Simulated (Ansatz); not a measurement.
Runs of Ansatz 0.2.0 on KFeAs2. Symmetry: I-4m2, No. 119, tetragonal system. Conventional cell: a = 3.961 Å, b = 3.961 Å, c = 12.766 Å, α = 90.00°, β = 90.00°, γ = 90.00°. Around As (site symmetry 2mm) lie 2 Fe at 2.23 Å. Fe (site symmetry -4m2) is surrounded by 4 As at 2.23 Å. Around K (site symmetry -4m2) lie 8 As at 3.54 Å and 4 Fe at 3.76 Å and 4 K at 3.96 Å. The cell comes from a database or a generator and needn't be the stable form of this composition.

| spin | fixed moment (μB) | pressure (GPa) | moment (μB) | largest force (eV/Å) |
| --- | --- | --- | --- | --- |
| collinear, ferromagnetic start | 0.8 | (a) | 0.80 | 0.11 |
| collinear, ferromagnetic start | 6.0 | 11.6 | 6.00 | 2.23 |
| collinear, ferromagnetic start | 3.0 | 3.4 | 3.00 | 0.36 |
| collinear, ferromagnetic start | 4.5 | 6.6 | 4.50 | (b) |
| collinear, program default start | 0.0 | -0.1 | 0.00 | (c) |

Alike in all rows: task single point; level PBE; potentials or basis Ansatz PAW; cell as given; k mesh 8 × 8 × 8; cutoff (eV) 420; smearing fermi-dirac 0.05 eV.

Task: Fill in the values left out.

Result: (a) 0.3; (b) 0.90; (c) 0.03.

Caveats: the total moment is fixed, so each spin has its own Fermi level; the thresholds are loose for stress; a cell with one magnetic atom can't hold antiferromagnetic order, which such compounds often take (some runs); forces of over 1 eV/Å show positions far from the minimum, so gaps and moduli don't describe the material at rest (some runs).
